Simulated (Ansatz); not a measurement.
# BN: a point defect seen from the nuclei (Sn on a B site), part 1 of 2

How do the nuclei near a point defect see it? The defect is Sn on a B site in BN (cell charge +1), first unrelaxed. The cell is a supercell built from a structure deposited in the COD (the entry's cell lengths or inner coordinates differ somewhat from later room-temperature determinations). Planned: a single point, then a relaxation.

The COD entry's cell or inner coordinates are ideal or old and differ from later refinements, so a difference from it is no clean test against experiment.

Program: Ansatz 0.2.0. Level of theory: DFT, PBE, plane-wave PAW, default files, scalar-relativistic. These are calculated values, not measurements.

1 further run of the same task is left out (it didn't finish).

## 1. Starting point

Symmetry: P-6m2, No. 187, hexagonal system. Conventional cell: a = 7.495 Å, b = 7.495 Å, c = 6.636 Å, α = 90.00°, β = 90.00°, γ = 120.00°. Sn (site symmetry -6m2) is surrounded by 3 N at 1.44 Å. B (site symmetry m) is surrounded by 3 N at 1.44 Å. B (site symmetry -6m2) is surrounded by 3 N at 1.44 Å. B (site symmetry mm2) is surrounded by 3 N at 1.44 Å. N (site symmetry -6m2) is surrounded by 3 B at 1.44 Å. Only part of the 14 independent sites is listed.

Coordinates:

```cif
data_structure
_symmetry_space_group_name_H-M 'P-6m2'
_symmetry_Int_Tables_number 187
_cell_length_a 7.4947
_cell_length_b 7.4947
_cell_length_c 6.6357
_cell_angle_alpha 90.000
_cell_angle_beta 90.000
_cell_angle_gamma 120.000
_cell_volume 322.80
loop_
_atom_site_label
_atom_site_type_symbol
_atom_site_symmetry_multiplicity
_atom_site_Wyckoff_symbol
_atom_site_fract_x
_atom_site_fract_y
_atom_site_fract_z
_atom_site_occupancy
Sn1 Sn 1 a 0.00000 0.00000 0.00000 1
B1 B 6 l 0.00000 0.33333 0.00000 1
B2 B 1 c 0.33333 0.66667 0.00000 1
B3 B 1 e 0.66667 0.33333 0.00000 1
B4 B 3 k 0.11111 0.88889 0.50000 1
B5 B 3 k 0.11111 0.55556 0.50000 1
B6 B 3 k 0.44444 0.22222 0.50000 1
N1 N 1 b 0.00000 0.00000 0.50000 1
N2 N 6 m 0.00000 0.33333 0.50000 1
N3 N 1 d 0.33333 0.66667 0.50000 1
N4 N 1 f 0.66667 0.33333 0.50000 1
N5 N 3 j 0.11111 0.88889 0.00000 1
N6 N 3 j 0.11111 0.55556 0.00000 1
N7 N 3 j 0.44444 0.22222 0.00000 1
```

Atom 1 of the input is the impurity.

## 2. First run, atoms as given

The input, input.yaml:

```yaml
crystal:
  lattice:
    - [7.49472, 0.0, 0.0]
    - [-3.74736, 6.4906179144, 0.0]
    - [0.0, 0.0, 6.6357]
  atoms:
    - { symbol: Sn, position: [0.1111111111, 0.2222222222, 0.25] }
    - { symbol: B, position: [0.1111111111, 0.5555555556, 0.25] }
    - { symbol: B, position: [0.1111111111, 0.8888888889, 0.25] }
    - { symbol: B, position: [0.4444444444, 0.2222222222, 0.25] }
    - { symbol: B, position: [0.4444444444, 0.5555555556, 0.25] }
    - { symbol: B, position: [0.4444444444, 0.8888888889, 0.25] }
    - { symbol: B, position: [0.7777777778, 0.2222222222, 0.25] }
    - { symbol: B, position: [0.7777777778, 0.5555555556, 0.25] }
    - { symbol: B, position: [0.7777777778, 0.8888888889, 0.25] }
    - { symbol: B, position: [0.2222222222, 0.1111111111, 0.75] }
    - { symbol: B, position: [0.2222222222, 0.4444444444, 0.75] }
    - { symbol: B, position: [0.2222222222, 0.7777777778, 0.75] }
    - { symbol: B, position: [0.5555555556, 0.1111111111, 0.75] }
    - { symbol: B, position: [0.5555555556, 0.4444444444, 0.75] }
    - { symbol: B, position: [0.5555555556, 0.7777777778, 0.75] }
    - { symbol: B, position: [0.8888888889, 0.1111111111, 0.75] }
    - { symbol: B, position: [0.8888888889, 0.4444444444, 0.75] }
    - { symbol: B, position: [0.8888888889, 0.7777777778, 0.75] }
    - { symbol: "N", position: [0.1111111111, 0.2222222222, 0.75] }
    - { symbol: "N", position: [0.1111111111, 0.5555555556, 0.75] }
    - { symbol: "N", position: [0.1111111111, 0.8888888889, 0.75] }
    - { symbol: "N", position: [0.4444444444, 0.2222222222, 0.75] }
    - { symbol: "N", position: [0.4444444444, 0.5555555556, 0.75] }
    - { symbol: "N", position: [0.4444444444, 0.8888888889, 0.75] }
    - { symbol: "N", position: [0.7777777778, 0.2222222222, 0.75] }
    - { symbol: "N", position: [0.7777777778, 0.5555555556, 0.75] }
    - { symbol: "N", position: [0.7777777778, 0.8888888889, 0.75] }
    - { symbol: "N", position: [0.2222222222, 0.1111111111, 0.25] }
    - { symbol: "N", position: [0.2222222222, 0.4444444444, 0.25] }
    - { symbol: "N", position: [0.2222222222, 0.7777777778, 0.25] }
    - { symbol: "N", position: [0.5555555556, 0.1111111111, 0.25] }
    - { symbol: "N", position: [0.5555555556, 0.4444444444, 0.25] }
    - { symbol: "N", position: [0.5555555556, 0.7777777778, 0.25] }
    - { symbol: "N", position: [0.8888888889, 0.1111111111, 0.25] }
    - { symbol: "N", position: [0.8888888889, 0.4444444444, 0.25] }
    - { symbol: "N", position: [0.8888888889, 0.7777777778, 0.25] }
total_charge: 1
kpoints:
  mp_grid: { grid: [3, 3, 3] }
scf:
  occupations: { method: fermi_dirac, width: 0.01 }
hamiltonian:
  xc: pbe
  pseudopotentials: { kind: paw }
output:
  forces: true
  stress: true
  populations: true
  efg:
    quadrupole_moments_barn: { Sn: -0.132, B: 0.04059, "N": 0.02044 }
    contact_densities: true
```

Command:

```sh
$ ansatz run input.yaml --threads 1 --pin off --max-ram 2560MiB --backend cpu --events-out ev --progress --plain --runs-dir out
```

Output:

```text
Warning: RAYON_NUM_THREADS=1 ignored (pool sized by the plan → 1); use --threads N
Sn: output.efg is read without spin–orbit coupling, which moves field gradients at and beside such atoms by some per cent and up to a factor of two; PAW files take it under magnetization.noncollinear and magnetization.spin_orbit
Engine: ansatz 0.2.0, aarch64-unknown-linux-gnu
Pseudopotentials: kind: paw
Pseudopotential: Sn, paw, valence charge 14, recommended cutoff 420 eV (normal), Sn.paw.azcp
Pseudopotential: B, paw, valence charge 3, recommended cutoff 420 eV (normal), B.paw.azcp
Pseudopotential: N, paw, valence charge 5, recommended cutoff 420 eV (normal), N.paw.azcp
Functional definition: PBE
  parameter kappa = 0.804
  parameter beta = 0.06672455060314922
  exchange = pbe_x(kappa = kappa, mu = beta*pi^2/3)
  correlation = pbe_c(beta = beta)
Crystal: 36 atoms, lattice volume = 322.796 Å³
Basis set: ecut = 420 eV, 6335 PW (Γ), exchange–correlation on 108×108×90 points (8 copies of the dense FFT grid, shifted against one another)
Bands: 113, of which v1, the nominal top of the filled ones, is band 77 counted from 1 (76 counted from 0)
Symmetry: 12 space group operations
Space group: P-6m2 (ITA 187), of the structure as read, at distance tolerance 6.9e-5 Å
k-points: 6 of 27 (time reversal used)
Non-local potential: Sn, projectors of the file, l = 0: 2, l = 1: 2, l = 2: 2, l = 3: 2
Non-local potential: B, projectors of the file, l = 0: 2, l = 1: 2, l = 2: 1
Non-local potential: N, projectors of the file, l = 0: 2, l = 1: 2, l = 2: 1
PAW form: soft (Blöchl's): semilocal exchange-correlation on the pseudo side does not see the compensation charge
PAW one-centre angular grid: Sn, 590 points (default); XC on 64 Gauss nodes
PAW one-centre angular grid: B, 110 points (default); XC on 64 Gauss nodes
PAW one-centre angular grid: N, 110 points (default); XC on 64 Gauss nodes
Initial density: superposition of atomic densities (neutral atoms scaled as one to the charged cell's electrons: chi_scale 0, normalization atom), corrected by the library's trained network
Initial wavefunctions: pseudopotential atomic-orbital guess
Functional: x = pbe(κ = 0.804, μ = 0.2195149727645171), c = pbe(β = 0.06672455060314922)
SCF iter   1: F=—  HF=-15607.594387 eV  |F-HF|=—  |Δ(HF+E_count)|=         —  Δρ=1.13e-2  dr2=5.45e-1  ethr=1.77e-3  ⟨swp⟩=6.8  Hψ=3600  notcnv=0  defer=93
preconditioner: auto → Resta (q_TF=auto, 2.412 Å⁻¹)  ε∞=3.3  [insulator: Δε(μ)=4.111 eV  Ē_g=16.934 eV  σ=0.010 eV  W_gap=1.00  n_scr=70 (ndim 8)  ℏωp=25.6 eV  f_vac=0.023  D(μ)=0.00/eV (n_scr^D=0)  ε∞_Penn≈3.3]
SCF iter   2: F=—  HF=-15607.449085 eV  |F-HF|=—  |Δ(HF+E_count)|=   1.45e-1  Δρ=3.42e-3  dr2=4.25e-2  ethr=3.54e-4  ⟨swp⟩=2.5  Hψ=1266  notcnv=0  defer=177
SCF iter   3: F=—  HF=-15607.444178 eV  |F-HF|=—  |Δ(HF+E_count)|=   4.91e-3  Δρ=1.46e-3  dr2=6.64e-3  ethr=2.76e-5  ⟨swp⟩=2.7  Hψ=1023  notcnv=0  defer=177
SCF iter   4: F=—  HF=-15607.444352 eV  |F-HF|=—  |Δ(HF+E_count)|=   1.74e-4  Δρ=3.99e-4  dr2=5.07e-4  ethr=4.31e-6  ⟨swp⟩=2.0  Hψ=1002  notcnv=0  defer=177
SCF iter   5: F=—  HF=-15607.444378 eV  |F-HF|=—  |Δ(HF+E_count)|=   2.62e-5  Δρ=1.23e-4  dr2=5.92e-5  ethr=3.29e-7  ⟨swp⟩=2.3  Hψ=983  notcnv=0  defer=177
SCF iter   6: F=—  HF=-15607.444780 eV  |F-HF|=—  |Δ(HF+E_count)|=   4.03e-4  Δρ=6.56e-5  dr2=1.30e-5  ethr=3.85e-8  ⟨swp⟩=2.0  Hψ=1012  notcnv=0  defer=177
SCF iter   7: F=—  HF=-15607.444782 eV  |F-HF|=—  |Δ(HF+E_count)|=   1.63e-6  Δρ=1.58e-5  dr2=8.53e-7  ethr=8.45e-9  ⟨swp⟩=2.0  Hψ=958  notcnv=0  defer=177
SCF iter   8: F=-15607.444783 eV  HF=-15607.444783 eV  |F-HF|=5.55e-8  |Δ(HF+E_count)|=   6.12e-7  Δρ=3.78e-6  dr2=4.53e-8  ethr=6.49e-11  ⟨swp⟩=22.0  Hψ=5704  notcnv=0
SCF 1 converged in 8 iterations: F = -15607.444783 eV  dr2 = 4.53e-8
SCF converged after 8 iterations
Free energy (F): -15607.444783 eV
Harris-Foulkes:  -15607.444783 eV  (|F-HF|=5.55e-8)
Internal energy: -15607.444783 eV  (E = F + TS)
E sigma→0 (E₀):  -15607.444783 eV
Fermi energy:    7.905889 eV
--- Per-component energies (eV) ---
  E_band       = -383.831025
  E_kinetic    = 3490.441624
  E_local      = -7948.221385  (includes V_loc(G=0)·N_el)
  E_nonlocal   = 1018.395309
  E_hartree    = 2979.949879
  E_xc         = -2017.426819
  E_vxc        = -2126.312444  (∫ρ·V_xc dr)
  E_paw        = -7792.558328  (= ΣΔE_a)
  E_vpaw       = -778.034861  (= ΣTr[D̂ρ^β])
  E_aug_tail   = 0.001812  (compensation charges beyond the density's cutoff)
  E_ewald      = -5338.026875
  E_smearing   = -0.000000  (= −TS)
  E_closure    = 0.000000  (closes the sum)
  E_deformation_potential = 14.631132  (in the stress; not in F)
  Σ components = -15607.444783   (vs F -15607.444783, Δ=0.00e0)
--- Forces (eV/Å), atoms counted from 1 ---
  atom   1  Sn     0.00000000     0.00000000     0.00000000
  atom   2  B     -0.21891740     1.90709601     0.00000000
  atom   3  B      1.54213489    -1.14313604     0.00000000
  atom   4  B      1.76105230    -0.76395997     0.00000000
  atom   5  B      0.21891740     1.90709601     0.00000000
  atom   6  B      0.00000000     0.00000000     0.00000000
  atom   7  B     -1.76105230    -0.76395997     0.00000000
  atom   8  B      0.00000000     0.00000000     0.00000000
  atom   9  B     -1.54213489    -1.14313604     0.00000000
  atom  10  B      0.56222887    -0.32460299     0.00000000
  atom  11  B      0.00000000     0.64920598     0.00000000
  atom  12  B      0.16235519     0.09373581     0.00000000
  atom  13  B      0.00000000    -0.18747163     0.00000000
  atom  14  B      0.13549109     0.07822582     0.00000000
  atom  15  B     -0.16235519     0.09373581     0.00000000
  atom  16  B     -0.56222887    -0.32460299     0.00000000
  atom  17  B     -0.13549109     0.07822582     0.00000000
  atom  18  B      0.00000000    -0.15645163     0.00000000
  atom  19  N      0.00000000     0.00000000     0.00000000
  atom  20  N      0.10518522    -0.17731738     0.00000000
  atom  21  N     -0.10096875     0.17975176     0.00000000
  atom  22  N     -0.20615397    -0.00243438     0.00000000
  atom  23  N     -0.10518522    -0.17731738     0.00000000
  atom  24  N      0.00000000     0.00000000     0.00000000
  atom  25  N      0.20615397    -0.00243438     0.00000000
  atom  26  N      0.00000000     0.00000000     0.00000000
  atom  27  N      0.10096875     0.17975176     0.00000000
  atom  28  N     41.77747816   -24.12023826     0.00000000
  atom  29  N      0.00000000    48.24047652     0.00000000
  atom  30  N     -0.31893661    -0.18413814     0.00000000
  atom  31  N      0.00000000     0.36827628     0.00000000
  atom  32  N     -0.51478865    -0.29721337     0.00000000
  atom  33  N      0.31893661    -0.18413814     0.00000000
  atom  34  N    -41.77747816   -24.12023826     0.00000000
  atom  35  N      0.51478865    -0.29721337     0.00000000
  atom  36  N      0.00000000     0.59442674     0.00000000
  max |Σ_I F_I| component: 6.77e-15 eV/Å
--- Stress (GPa, compression-positive) ---
       65.074443       0.000000       0.000000
        0.000000      65.074443       0.000000
        0.000000       0.000000       4.265343
  P = ⅓ Tr σ = 44.8047 GPa (448.047 kbar)
--- PAW observables at the nuclei: V_zz in 10²¹ V/m², potentials from the cell's mean, atoms counted from 1 ---
  atom   1  Sn V_zz =  +127.100971   η = 0.0000   by run symmetry: allowed   C_q = -405.6740 MHz
            electrostatic potential = -8170.985381 V   contact ρ = 1236397.456660 e/Å³
  atom   2  B  V_zz =    +2.867238   η = 0.0977   by run symmetry: allowed   C_q = +2.8141 MHz
            electrostatic potential = -323.180580 V   contact ρ = 486.892476 e/Å³
  atom   3  B  V_zz =    +2.867238   η = 0.0977   by run symmetry: allowed   C_q = +2.8141 MHz
            electrostatic potential = -323.180580 V   contact ρ = 486.892477 e/Å³
  atom   4  B  V_zz =    +2.867238   η = 0.0977   by run symmetry: allowed   C_q = +2.8141 MHz
            electrostatic potential = -323.180580 V   contact ρ = 486.892476 e/Å³
  atom   5  B  V_zz =    +2.867238   η = 0.0977   by run symmetry: allowed   C_q = +2.8141 MHz
            electrostatic potential = -323.180580 V   contact ρ = 486.892476 e/Å³
  atom   6  B  V_zz =    +2.928443   η = 0.0000   by run symmetry: allowed   C_q = +2.8742 MHz
            electrostatic potential = -323.548859 V   contact ρ = 486.888781 e/Å³
  atom   7  B  V_zz =    +2.867238   η = 0.0977   by run symmetry: allowed   C_q = +2.8141 MHz
            electrostatic potential = -323.180580 V   contact ρ = 486.892476 e/Å³
  atom   8  B  V_zz =    +2.802203   η = 0.0000   by run symmetry: allowed   C_q = +2.7503 MHz
            electrostatic potential = -323.109656 V   contact ρ = 486.820997 e/Å³
  atom   9  B  V_zz =    +2.867238   η = 0.0977   by run symmetry: allowed   C_q = +2.8141 MHz
            electrostatic potential = -323.180580 V   contact ρ = 486.892477 e/Å³
  atom  10  B  V_zz =    +2.821234   η = 0.0622   by run symmetry: allowed   C_q = +2.7689 MHz
            electrostatic potential = -323.704346 V   contact ρ = 486.879285 e/Å³
  atom  11  B  V_zz =    +2.821234   η = 0.0622   by run symmetry: allowed   C_q = +2.7689 MHz
            electrostatic potential = -323.704346 V   contact ρ = 486.879285 e/Å³
  atom  12  B  V_zz =    +2.867047   η = 0.0186   by run symmetry: allowed   C_q = +2.8139 MHz
            electrostatic potential = -323.853211 V   contact ρ = 486.874935 e/Å³
  atom  13  B  V_zz =    +2.867047   η = 0.0186   by run symmetry: allowed   C_q = +2.8139 MHz
            electrostatic potential = -323.853211 V   contact ρ = 486.874935 e/Å³
  atom  14  B  V_zz =    +2.869905   η = 0.0130   by run symmetry: allowed   C_q = +2.8167 MHz
            electrostatic potential = -323.851119 V   contact ρ = 486.880970 e/Å³
  atom  15  B  V_zz =    +2.867047   η = 0.0186   by run symmetry: allowed   C_q = +2.8139 MHz
            electrostatic potential = -323.853211 V   contact ρ = 486.874935 e/Å³
  atom  16  B  V_zz =    +2.821234   η = 0.0622   by run symmetry: allowed   C_q = +2.7689 MHz
            electrostatic potential = -323.704346 V   contact ρ = 486.879285 e/Å³
  atom  17  B  V_zz =    +2.869905   η = 0.0130   by run symmetry: allowed   C_q = +2.8167 MHz
            electrostatic potential = -323.851119 V   contact ρ = 486.880970 e/Å³
  atom  18  B  V_zz =    +2.869905   η = 0.0130   by run symmetry: allowed   C_q = +2.8167 MHz
            electrostatic potential = -323.851119 V   contact ρ = 486.880970 e/Å³
  atom  19  N  V_zz =    +0.617081   η = 0.0000   by run symmetry: allowed   C_q = +0.3050 MHz
            electrostatic potential = -513.200754 V   contact ρ = 1411.345812 e/Å³
  atom  20  N  V_zz =    -0.118353   η = 0.4430   by run symmetry: allowed   C_q = -0.0585 MHz
            electrostatic potential = -513.597782 V   contact ρ = 1411.250676 e/Å³
  atom  21  N  V_zz =    -0.118353   η = 0.4430   by run symmetry: allowed   C_q = -0.0585 MHz
            electrostatic potential = -513.597782 V   contact ρ = 1411.250676 e/Å³
  atom  22  N  V_zz =    -0.118353   η = 0.4430   by run symmetry: allowed   C_q = -0.0585 MHz
            electrostatic potential = -513.597782 V   contact ρ = 1411.250676 e/Å³
  atom  23  N  V_zz =    -0.118353   η = 0.4430   by run symmetry: allowed   C_q = -0.0585 MHz
            electrostatic potential = -513.597782 V   contact ρ = 1411.250676 e/Å³
  atom  24  N  V_zz =    -0.022696   η = 0.0000   by run symmetry: allowed   C_q = -0.0112 MHz
            electrostatic potential = -513.717151 V   contact ρ = 1411.238696 e/Å³
  atom  25  N  V_zz =    -0.118353   η = 0.4430   by run symmetry: allowed   C_q = -0.0585 MHz
            electrostatic potential = -513.597782 V   contact ρ = 1411.250676 e/Å³
  atom  26  N  V_zz =    -0.062148   η = 0.0000   by run symmetry: allowed   C_q = -0.0307 MHz
            electrostatic potential = -513.694187 V   contact ρ = 1411.225538 e/Å³
  atom  27  N  V_zz =    -0.118353   η = 0.4430   by run symmetry: allowed   C_q = -0.0585 MHz
            electrostatic potential = -513.597782 V   contact ρ = 1411.250676 e/Å³
  atom  28  N  V_zz =    +2.044047   η = 0.6472   by run symmetry: allowed   C_q = +1.0102 MHz
            electrostatic potential = -513.627797 V   contact ρ = 1412.001570 e/Å³
  atom  29  N  V_zz =    +2.044047   η = 0.6472   by run symmetry: allowed   C_q = +1.0102 MHz
            electrostatic potential = -513.627797 V   contact ρ = 1412.001570 e/Å³
  atom  30  N  V_zz =    -0.072096   η = 0.0130   by run symmetry: allowed   C_q = -0.0356 MHz
            electrostatic potential = -513.380596 V   contact ρ = 1411.278088 e/Å³
  atom  31  N  V_zz =    -0.072096   η = 0.0130   by run symmetry: allowed   C_q = -0.0356 MHz
            electrostatic potential = -513.380596 V   contact ρ = 1411.278088 e/Å³
  atom  32  N  V_zz =    +0.489939   η = 0.5390   by run symmetry: allowed   C_q = +0.2421 MHz
            electrostatic potential = -513.003903 V   contact ρ = 1411.177381 e/Å³
  atom  33  N  V_zz =    -0.072096   η = 0.0130   by run symmetry: allowed   C_q = -0.0356 MHz
            electrostatic potential = -513.380596 V   contact ρ = 1411.278088 e/Å³
  atom  34  N  V_zz =    +2.044047   η = 0.6472   by run symmetry: allowed   C_q = +1.0102 MHz
            electrostatic potential = -513.627797 V   contact ρ = 1412.001570 e/Å³
  atom  35  N  V_zz =    +0.489939   η = 0.5390   by run symmetry: allowed   C_q = +0.2421 MHz
            electrostatic potential = -513.003903 V   contact ρ = 1411.177381 e/Å³
  atom  36  N  V_zz =    +0.489939   η = 0.5390   by run symmetry: allowed   C_q = +0.2421 MHz
            electrostatic potential = -513.003903 V   contact ρ = 1411.177381 e/Å³
--- Band table (eV; the first three rows and the last of 6) ---
[... 4 lines left out ...]
--- Löwdin populations: 36 sites ---
  site symbol       q [e]
     0     Sn     11.9481
     1      B      2.5787
     2      B      2.5787
     3      B      2.5787
     4      B      2.5787
     5      B      2.5746
     6      B      2.5787
     7      B      2.5531
     8      B      2.5787
     9      B      2.6304
    10      B      2.6304
    11      B      2.5885
    12      B      2.5885
    13      B      2.6003
    14      B      2.5885
    15      B      2.6304
    16      B      2.6003
    17      B      2.6003
    18      N      5.3472
    19      N      5.3288
    20      N      5.3288
    21      N      5.3288
    22      N      5.3288
    23      N      5.3248
    24      N      5.3288
    25      N      5.3281
    26      N      5.3288
    27      N      5.6317
    28      N      5.6317
    29      N      5.3172
    30      N      5.3172
    31      N      5.3270
    32      N      5.3172
    33      N      5.6317
    34      N      5.3270
    35      N      5.3270
  spilling = 0.007751 (of n_electrons = 154.000000)
```

Wall time 40 s (1 thread of Arm Neoverse V2, shared host); peak memory 0.64 GiB.

State: gap on the mesh 3.99 eV, largest force 48.240 eV/Å, pressure 44.8 GPa.

Like atoms gathered into sites: 11 of 14, those nearest the defect, the farthest of each element and the two largest gradients.

| site | atoms | distance from the defect (Å) | V_zz (10²¹ V/m²) | η | C_Q (MHz) |
| --- | --- | --- | --- | --- | --- |
| Sn | 1 | 0.00 | 127.1 | 0.00 | – |
| N28 | 28, 29, 34 | 1.44 | 2.04 | 0.65 | 1.01 (¹⁴N) |
| B2 | 2, 3, 4, 5, … | 2.50 | 2.87 | 0.10 | 2.81 (¹¹B) |
| N32 | 32, 35, 36 | 2.88 | 0.49 | 0.54 | 0.242 (¹⁴N) |
| N19 | 19 | 3.32 | 0.62 | 0.00 | 0.305 (¹⁴N) |
| B10 | 10, 11, 16 | 3.62 | 2.82 | 0.06 | 2.77 (¹¹B) |
| N30 | 30, 31, 33 | 3.82 | -0.072 | 0.01 | -0.036 (¹⁴N) |
| N20 | 20, 21, 22, 23, … | 4.15 | -0.12 | 0.44 | -0.058 (¹⁴N) |
| B6 | 6 | 4.33 | 2.93 | 0.00 | 2.87 (¹¹B) |
| B12 | 12, 13, 15 | 5.06 | 2.87 | 0.02 | 2.81 (¹¹B) |
| N26 | 26 | 5.45 | -0.062 | 0.00 | -0.031 (¹⁴N) |

C_Q = eQV_zz/h, which is 24.18 MHz for Q = 1 b and V_zz = 10²¹ V/m²; η = (V_xx − V_yy)/V_zz. Q values from Pyykkö, Mol. Phys. 116, 1328 (2018). A dash under C_Q marks elements without a common quadrupolar isotope.

Direction of the V_zz axis (Cartesian unit vector):

```
site  atom     x     y     z
  Sn     1  0.00  0.00  1.00
  B2     2  0.00  0.00  1.00
  B6     6  0.00  0.00  1.00
  B8     8  0.00  0.00  1.00
 B10    10  0.00  0.00  1.00
 B12    12  0.00  0.00  1.00
 B14    14  0.00  0.00  1.00
 N19    19  0.00  0.00  1.00
 N20    20  0.66  0.75  0.00
 N26    26  0.00  0.00  1.00
```

(Continued in part 2 of 2.)
